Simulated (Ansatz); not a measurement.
# C3H6InN: the cost of one run

All numbers below are computed with Ansatz 0.2.0 (RKS r2SCANh-D4/def2-SVP).

**1. Starting point**

Bond lengths: N1–C2 1.347 Å, C2–C3 1.206 Å, C3–C4 1.430 Å, C4–In5 2.276 Å, N1–H6 1.012 Å, N1–H7 1.013 Å, C4–H8 1.094 Å, C4–H9 1.094 Å, In5–H10 1.776 Å, In5–H11 1.763 Å. Angles: N1–C2–C3 172.6°, C2–N1–H6 113.7°, C2–N1–H7 113.7°, H6–N1–H7 112.2°, C2–C3–C4 177.7°, C3–C4–In5 110.1°, C3–C4–H8 112.4°, C3–C4–H9 111.0°, In5–C4–H8 106.4°, In5–C4–H9 107.3°, H8–C4–H9 109.4°, C4–In5–H10 125.5°, C4–In5–H11 122.7°, H10–In5–H11 111.7°.

Coordinates:

```xyz
11

N    -1.2690    2.1534    1.4571
C    -0.6433    1.0490    1.0065
C    -0.0236    0.0473    0.7454
C     0.6942   -1.1355    0.3825
In    0.8507   -1.2915   -1.8828
H    -2.2538    2.0143    1.6463
H    -1.1013    2.9760    0.8909
H     1.7196   -1.1348    0.7644
H     0.1767   -2.0325    0.7348
H     2.0509   -2.2536   -2.7700
H    -0.2012   -0.3921   -2.9751
```

**2. End point A**

The input, input.yaml:

```yaml
crystal:
  periodic: [false, false, false]
  atoms:
    - { symbol: "N", position_ang: [-1.26895, 2.15344, 1.45713] }
    - { symbol: C, position_ang: [-0.64331, 1.049, 1.00649] }
    - { symbol: C, position_ang: [-0.02363, 0.04732, 0.74544] }
    - { symbol: C, position_ang: [0.69418, -1.13548, 0.38251] }
    - { symbol: In, position_ang: [0.85072, -1.29147, -1.88279] }
    - { symbol: H, position_ang: [-2.25382, 2.01425, 1.64629] }
    - { symbol: H, position_ang: [-1.10126, 2.97605, 0.89089] }
    - { symbol: H, position_ang: [1.71961, -1.13481, 0.76438] }
    - { symbol: H, position_ang: [0.17673, -2.03253, 0.73475] }
    - { symbol: H, position_ang: [2.05088, -2.25361, -2.76995] }
    - { symbol: H, position_ang: [-0.20117, -0.39215, -2.97513] }
basis:
  gaussian: { orbitals: def2-SVP }
hamiltonian:
  xc: r2scanh
  dispersion: d4
relax:
  f_tol: 0.015
  max_steps: 40
```

Command:

```console
$ ansatz run input.yaml --threads 2 --pin off --max-ram 3072MiB --backend cpu --events-out ev --progress --plain --runs-dir out
```

**Question.** How long does this run take on 2 threads of AMD EPYC 9R45 (Zen 5), shared host, and how much memory does it need?

About 69 s, with a peak of 0.31 GiB.
